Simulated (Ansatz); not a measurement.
# C₂H₅B₂F: a ladder of functionals and wavefunction methods

The task here is to estimate one member of a computed series from the others.

Method: functionals in def2-TZVPP, the program's frozen cores in correlated methods; program: Ansatz 0.2.0, Gaussian basis.

Levels to be run: LDA (SPW92), PBE-D4, revPBE-D4, BLYP-D4, r2SCAN-D4, B97M-V, PBE0-D4, B3LYP-D4, r2SCANh-D4, r2SCAN0-D4, HSE06-D4, BHLYP-D4, CAM-B3LYP-D4, LC-ωPBE, ωB97X-V, ωB97M-V, B2PLYP, PBE-QIDH; CCSD(T)/def2-SVP; CCSD(T)/def2-TZVPP; MP2/def2-QZVPP; extrapolation to the limit; RPA on PBE.

**The geometry**

An earlier PBE0-D4 in a triple-zeta def2 set relaxation fixed the geometry.

SMILES `CC1BB1F`, 10 atoms, charge 0, spin multiplicity 1.

Atoms are counted from 1 here; the program's logs count them from 0.

Bond lengths: C1–C2 1.507 Å, C1–H6 1.094 Å, C1–H7 1.089 Å, C1–H8 1.094 Å, C2–B3 1.482 Å, C2–B4 1.714 Å, C2–H9 1.111 Å, B3–B4 1.514 Å, B3–H10 1.181 Å, B4–F5 1.305 Å. Angles: C2–C1–H6 111.0°, C2–C1–H7 110.2°, C2–C1–H8 111.0°, H6–C1–H7 108.7°, H6–C1–H8 107.2°, H7–C1–H8 108.7°, C1–C2–B3 128.4°, C1–C2–B4 175.5°, C1–C2–H9 106.6°, B3–C2–B4 56.0°, B3–C2–H9 125.0°, B4–C2–H9 69.0°, C2–B3–B4 69.8°, C2–B3–H10 130.3°, B4–B3–H10 159.9°, C2–B4–B3 54.2°, C2–B4–F5 128.7°, B3–B4–F5 177.1°.

Set-up of the first run:

Input file in.yaml:

```yaml
crystal:
  periodic: [false, false, false]
  atoms:
    - {symbol: C, position_ang: [-0.808709, -1.045793, 0.457594]}
    - {symbol: C, position_ang: [-0.023776, 0.138211, -0.044607]}
    - {symbol: B, position_ang: [1.444784, 0.273842, -0.192379]}
    - {symbol: B, position_ang: [0.752392, 1.537789, -0.657837]}
    - {symbol: F, position_ang: [0.215288, 2.653598, -1.070283]}
    - {symbol: H, position_ang: [-1.391864, -0.781145, 1.344601]}
    - {symbol: H, position_ang: [-0.135615, -1.862401, 0.714021]}
    - {symbol: H, position_ang: [-1.514924, -1.398068, -0.299998]}
    - {symbol: H, position_ang: [-0.764678, 0.928284, -0.289678]}
    - {symbol: H, position_ang: [2.310202, -0.495420, 0.041565]}
basis:
  gaussian: {orbitals: def2-TZVPP}
hamiltonian: {xc: lda}
output: {orbitals: {seedname: orbitals}}
```

Launch:

```bash
> ansatz run in.yaml --threads 2 --pin off --events-out ev --progress --plain --max-ram 4352MiB
```

Steps of the session up to this table: LDA; PBE-D4 (GGA); revPBE-D4 (GGA); BLYP-D4 (GGA); r2SCAN-D4 (meta-GGA); B97M-V (meta-GGA); B3LYP-D4 (hybrid); r2SCANh-D4 (hybrid); r2SCAN0-D4 (hybrid); HSE06-D4 (hybrid); BHLYP-D4 (hybrid); CAM-B3LYP-D4 (range-separated); LC-ωPBE (range-separated); ωB97X-V (range-separated); ωB97M-V (range-separated); B2PLYP (double hybrid); PBE-QIDH (double hybrid).

One of the session's tables, all rows but one given; the rest of the session is left out.

It belongs to the step «Orbital energies across the functionals». 

| functional | HOMO (eV) | gap (eV) |
| --- | --- | --- |
| LDA (SPW92) | ? | ? |
| PBE-D4 | -6.49 | 5.08 |
| revPBE-D4 | -6.43 | 5.11 |
| BLYP-D4 | -6.30 | 5.04 |
| r2SCAN-D4 | -6.68 | 5.54 |
| B97M-V | -6.67 | 5.57 |
| PBE0-D4 | -7.56 | 7.12 |
| B3LYP-D4 | -7.31 | 6.65 |
| r2SCANh-D4 | -7.08 | 6.28 |
| r2SCAN0-D4 | -7.69 | 7.39 |
| HSE06-D4 | -7.16 | 6.34 |
| BHLYP-D4 | -8.41 | 9.01 |
| CAM-B3LYP-D4 | -8.80 | 9.47 |
| LC-ωPBE | -10.18 | 11.96 |
| ωB97X-V | -9.80 | 11.52 |
| ωB97M-V | -9.70 | 11.26 |

Q: Estimate the row for LDA (SPW92) from the others.

As computed: HOMO (eV): -6.62; gap (eV): 4.99. In the column «HOMO (eV)» it lies between B97M-V (-6.67) and PBE-D4 (-6.49).
